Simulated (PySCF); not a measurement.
# C₃H₉BN₂O: spin-spin couplings

What spin-spin couplings should C₃H₉BN₂O (`CNBNC(C)=O`) show?

Programs: PySCF 2.14.0, with density-fitted response routines of our own. Each step states its level of theory. These are calculated values for one molecule in the gas phase, unless marked as measured. Atoms count from 0, in the outputs and in this text.

## Step 1: The molecule as given

16 atoms, charge 0, multiplicity 1; geometry from: GFN2-xTB.

Bonds of the start (Å): C0–N1 1.44, N1–B2 1.39, B2–N3 1.44, N3–C4 1.37, C4–C5 1.52, C4–O6 1.21, C0–H7 1.09, C0–H8 1.09, C0–H9 1.09, N1–H10 1.01, B2–H11 1.17, N3–H12 1.01, C5–H13 1.09, C5–H14 1.09, C5–H15 1.09.

## Step 2: Spin-spin couplings: B3LYP/pcJ-1

The job: settings as JSON, then the geometry in Å.

```
{"job": {"kind": "j", "xc": "B3LYP", "basis": "pcJ-1"}, "charge": 0, "multiplicity": 1}
C     -2.354388     1.055370     0.077721
N     -1.776720     0.434311    -1.092124
B     -0.535769    -0.160754    -1.284351
N      0.426800    -0.236573    -0.217824
C      1.681440    -0.777345    -0.298551
C      2.462344    -0.689845     1.003082
O      2.138526    -1.272546    -1.300549
H     -1.642773     1.057465     0.900020
H     -2.635191     2.091582    -0.133226
H     -3.250922     0.517900     0.402403
H     -2.413705     0.455659    -1.873380
H     -0.263013    -0.605555    -2.326357
H      0.194177     0.137541     0.690982
H      1.915806    -1.178844     1.807324
H      3.426702    -1.173755     0.878374
H      2.619085     0.354332     1.268381
```

Level: B3LYP/pcJ-1 indirect spin-spin coupling, non-relativistic, gas phase.

The run is started by

```bash
OMP_NUM_THREADS=1 python probes_run.py task.json out
```

This one command runs all jobs of the session in turn.

What will the session give for the following? largest coupling of the table (B3LYP/pcJ-1). Wanted: largest coupling of the table.

As calculated:

```
                                   quantity                     value
largest coupling of the table (B3LYP/pcJ-1)  ¹J(B,H) B2–H11, 151.3 Hz
```

**Reading.** In the run at B3LYP/pcJ-1, the largest coupling of the table is B2–H11, 151.3 Hz, of which the Fermi-contact term gives 151.0 Hz. Couplings across rotatable bonds belong to this one conformer; where others are populated, the observed values are averages.
